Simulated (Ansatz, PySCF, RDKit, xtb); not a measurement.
**[C5H9F2]+: ranking a sample of isomers**

Which of a sample of isomers of [C5H9F2]+ (charge +1) is the most stable in the gas at 298.15 K, and what are its properties? The sample is small against all isomers, and the most stable one of this formula need not be in it.

The funnel: GFN2-xTB relaxations, single points with a density functional, relaxations at r2SCAN-D4/def2-SVP, harmonic vibrations (at GFN2-xTB), and a last energy at a higher level. All values are calculated.

## (1) Possible bonding patterns

Isomers were taken from a list of plausible structures; this is a sample, not all of them. That gives 4 candidates.

```
label              SMILES     spin
 c091        CC[C+](CF)CF  singlet
 c322    C[C+](C)C(C)(F)F  singlet
 c484  C[C+](CF)[C@H](C)F  singlet
 c612      C[C+](C)CC(F)F  singlet
```

Candidates are built by distance geometry, with a force field where one applies, in up to four conformers (letters a to d).

Q: Predict the outcome of this search (final energies at CCSD(T)/def2-SVP + MP2/def2-TZVPP - MP2/def2-SVP).

| quantity | value |
| --- | --- |
| lowest structure found | C[C+](C)CC(F)F, singlet |
| next finalist | C[C+](C)C(C)(F)F, singlet, 4.7 kcal/mol higher in G |
| share at equilibrium, among the finalists | 100.0 % |
| HOMO energy (PBE0/def2-SVPD) | -14.70 eV |
| LUMO energy (PBE0/def2-SVPD) | -8.64 eV |
| HOMO–LUMO gap (PBE0/def2-SVPD) | 6.06 eV |
| lowest excitation (TD-PBE0/def2-SVPD) | 4.90 eV (f = 0.072) |
| strongest of the states computed, same level | 6.88 eV (f = 0.120) |
| lowest triplet excitation, same level, Tamm-Dancoff | 4.25 eV |
| vertical ionisation energy | 16.92 eV |
| vertical recombination energy (electron added) | 6.74 eV |
| vertical triplet less singlet | +4.52 eV |

The search ends on `C[C+](C)CC(F)F`. The margin of 4.7 kcal/mol over the next finalist is beyond the usual error of the last level; it says nothing of structures that weren't ranked. GFN2-xTB, HF/STO-3G, r2SCAN-D4/def2-SVP, r2SCAN-D4/def2-SVP, relaxed, HF/def2-SVP and MP2/def2-SVP already put its bonding pattern lowest among the structures in one piece. 2 minima inside the window were never screened. The search is not exhaustive (a finite list of starts, one conformer a finalist), so a lower isomer can't be ruled out. Only 4 drawn patterns were tried, so whole families of isomers are missing, and the result ranks this sample alone.
